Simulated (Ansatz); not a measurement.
# C2H5O2Si radical: up Jacob's ladder to CCSD(T)

An exercise on one series of results from a longer session: the logs are not shown, and one member is left open.

Method: functionals in def2-TZVPP, the program's frozen cores in correlated methods; program: Ansatz 0.2.0, Gaussian basis.

Levels to be run: PBE-D4, r2SCAN-D4, PBE0-D4, B3LYP-D4, ωB97X-V, ωB97M-V, B2PLYP; CCSD(T)/def2-TZVPP; MP2/def2-QZVPP; extrapolation to the limit.

### The relaxed structure

An earlier PBE0-D4 in a triple-zeta def2 set relaxation fixed the geometry.

SMILES `[CH]=C[SiH](O)O`, 10 atoms, charge 0, spin multiplicity 2.

Atoms are counted from 1 here; the program's logs count them from 0.

Bond lengths: C1–C2 1.305 Å, C1–H6 1.082 Å, C2–Si3 1.861 Å, C2–H7 1.092 Å, Si3–O4 1.643 Å, Si3–O5 1.642 Å, Si3–H8 1.481 Å, O4–H9 0.958 Å, O5–H10 0.959 Å. Angles: C2–C1–H6 135.7°, C1–C2–Si3 121.1°, C1–C2–H7 120.4°, Si3–C2–H7 118.4°, C2–Si3–O4 104.8°, C2–Si3–O5 111.3°, C2–Si3–H8 113.1°, O4–Si3–O5 113.2°, O4–Si3–H8 111.2°, O5–Si3–H8 103.5°, Si3–O4–H9 117.2°, Si3–O5–H10 117.2°.

Set-up of the first run:

Contents of in.yaml:

```yaml
crystal:
  periodic: [false, false, false]
  atoms:
    - {symbol: C, position_ang: [-1.524850, -0.938542, 1.112212]}
    - {symbol: C, position_ang: [-0.228258, -0.809052, 1.043767]}
    - {symbol: Si, position_ang: [0.581422, 0.007939, -0.419430]}
    - {symbol: O, position_ang: [-0.664927, 0.497307, -1.371114]}
    - {symbol: O, position_ang: [1.558454, 1.240888, 0.051724]}
    - {symbol: H, position_ang: [-2.363338, -0.686584, 0.476012]}
    - {symbol: H, position_ang: [0.407521, -1.169299, 1.855323]}
    - {symbol: H, position_ang: [1.496168, -0.894280, -1.156702]}
    - {symbol: H, position_ang: [-0.444896, 0.853921, -2.232611]}
    - {symbol: H, position_ang: [1.182693, 1.897692, 0.640829]}
basis:
  gaussian: {orbitals: def2-TZVPP}
magnetization: {spin_polarized: true, initial_magnetization: 1}
hamiltonian: {xc: pbe, dispersion: d4}
output: {forces: true, orbitals: {seedname: orbitals}}
```

Run with:

```sh
ansatz run in.yaml --threads 2 --pin off --events-out ev --progress --plain --max-ram 32768MiB --backend cpu
```

Steps of the session up to this table: PBE-D4 (GGA); r2SCAN-D4 (meta-GGA); PBE0-D4 (hybrid); B3LYP-D4 (hybrid); ωB97X-V (range-separated); ωB97M-V (range-separated); B2PLYP (double hybrid); CCSD(T) in def2-TZVPP; MP2 in def2-QZVPP.

One table of the session follows, with a row left open; its other results are not shown here.

```
            method  atomisation energy (kcal/mol)
            PBE-D4                          962.6
         r2SCAN-D4                          949.3
           PBE0-D4                          941.2
          B3LYP-D4                          941.9
           ωB97X-V                          943.4
           ωB97M-V                          945.7
            B2PLYP                          934.0
     HF/def2-TZVPP                          682.0
    MP2/def2-TZVPP                              ?
   CCSD/def2-TZVPP                          903.0
CCSD(T)/def2-TZVPP                          918.0
           MP2/CBS                          962.6
       CCSD(T)/CBS                          945.5
```

**Question.** Estimate the row for MP2/def2-TZVPP.

The run gave: atomisation energy (kcal/mol): 935.2. In the column «atomisation energy (kcal/mol)» it lies between B2PLYP (934.0) and PBE0-D4 (941.2).

To keep in mind: Free atoms (2 C, 1 Si, 2 O, 5 H) were run apart at each level; the atomisation energy is their sum less the molecule, without zero-point or spin-orbit terms.
